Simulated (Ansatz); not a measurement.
# GaH3S2Si: small, medium and large basis sets

The task here is to estimate one member of a computed series from the others.

Program: Ansatz 0.2.0, Gaussian basis. Level of theory: one geometry, several basis sets. These are calculated values, not measurements.

The runs, in order: PBE0-D4/def2-SVP; ωB97M-V/def2-SVP; PBE0-D4/def2-QZVPP; ωB97M-V/def2-QZVPP; the functionals' def2-TZVPP values are taken from earlier runs.

## The relaxed structure

An earlier PBE0-D4 in a triple-zeta def2 set relaxation fixed the geometry.

SMILES `[SiH2]1S[S][GaH]1`, 7 atoms, charge 0, spin multiplicity 1.

Atoms are counted from 1 here; the program's logs count them from 0.

Bond lengths: Si1–S2 2.165 Å, Si1–Ga4 2.390 Å, Si1–H5 1.489 Å, Si1–H6 1.489 Å, S2–S3 2.110 Å, S3–Ga4 2.224 Å, Ga4–H7 1.557 Å. Angles: S2–Si1–Ga4 86.7°, S2–Si1–H5 111.6°, S2–Si1–H6 111.6°, Ga4–Si1–H5 118.8°, Ga4–Si1–H6 119.0°, H5–Si1–H6 107.4°, Si1–S2–S3 94.9°, S2–S3–Ga4 92.5°, Si1–Ga4–S3 86.0°, Si1–Ga4–H7 150.2°, S3–Ga4–H7 123.8°.

Set-up of the first run:

Contents of in.yaml:

```yaml
crystal:
  periodic: [false, false, false]
  atoms:
    - {symbol: Si, position_ang: [-0.752919, 0.646980, 0.408071]}
    - {symbol: S, position_ang: [-0.067934, -0.864502, 1.798510]}
    - {symbol: S, position_ang: [1.309867, -1.731870, 0.455822]}
    - {symbol: Ga, position_ang: [0.786159, -0.295399, -1.159471]}
    - {symbol: H, position_ang: [-0.501375, 2.021106, 0.923689]}
    - {symbol: H, position_ang: [-2.213899, 0.529088, 0.145603]}
    - {symbol: H, position_ang: [1.440111, -0.305413, -2.572234]}
basis:
  gaussian: {orbitals: def2-SVP}
hamiltonian: {xc: pbe0, dispersion: d4}
output: {orbitals: {seedname: orbitals}}
```

Started as:

```bash
ansatz run in.yaml --threads 4 --pin off --events-out ev --progress --plain --max-ram 10444MiB
```

Steps of the session up to this table: PBE0-D4 in def2-SVP; ωB97M-V in def2-SVP; PBE0-D4 in def2-QZVPP; ωB97M-V in def2-QZVPP.

One of the session's tables, all rows but one given; the rest of the session is left out.

It belongs to the step «Density functionals: the series». 

```
functional       basis  HOMO (eV)  LUMO (eV)
   PBE0-D4    def2-SVP      -6.30      -2.09
   PBE0-D4  def2-TZVPP      -6.36      -2.13
   PBE0-D4  def2-QZVPP      -6.37      -2.15
   ωB97M-V    def2-SVP          ?          ?
   ωB97M-V  def2-TZVPP      -8.42      -0.38
   ωB97M-V  def2-QZVPP      -8.45      -0.47
```

Q: Estimate the row for ωB97M-V, def2-SVP from the others.

As computed: HOMO (eV): -8.34; LUMO (eV): -0.30. In the column «HOMO (eV)» it lies between ωB97M-V, def2-TZVPP (-8.42) and PBE0-D4, def2-QZVPP (-6.37).
